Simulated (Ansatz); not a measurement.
The system is LiFeN.

```
CELL_PARAMETERS angstrom
3.10060 0.00000 0.00000
-1.55030 2.68520 0.00000
0.00000 0.00000 4.14534
ATOMIC_POSITIONS crystal
Fe 0.33333 0.66667 0.50000
N 0.00000 0.00000 0.50000
Li 0.00000 0.00000 0.00000
```

The cell comes from a database or a generator and needn't be the stable form of this composition.

Base run:

| Property | Result |
| --- | --- |
| Program | Ansatz 0.2.0 |
| Functional | PBE |
| Potentials or basis | Ansatz PAW |
| Cutoff | 420 eV (not typed: the program's choice for these potentials) |
| k mesh | 10 × 10 × 7 |
| Occupations | fermi-dirac, width 0.05 eV |
| Spin | collinear spin, ferromagnetic start |
| Starting moments | [3.0, 0.0, 0.0] μB |
| Hubbard terms | Fe d U = 3 eV |

Its results: band gap on the k mesh none (metal or under the smearing width); pressure 19.4 GPa; net moment 2.94 μB per cell; site moments Fe +2.45; N +0.06; Li -0.01 μB.

Task: The run is repeated on the same cell with these changes: hubbard terms from Fe d U = 3 eV to Fe d U = 1 eV. What comes out?

Result: Band gap on the k mesh none (metal or under the smearing width); pressure 12.0 GPa; net moment 2.51 μB per cell; site moments Fe +2.05; N +0.08; Li -0.00 μB.

Caveats: the magnetic or orbital state may not be the lowest; a cell with one magnetic atom can't hold antiferromagnetic order, which such compounds often take; the density of states is complete only up to the lowest level of the last band computed.
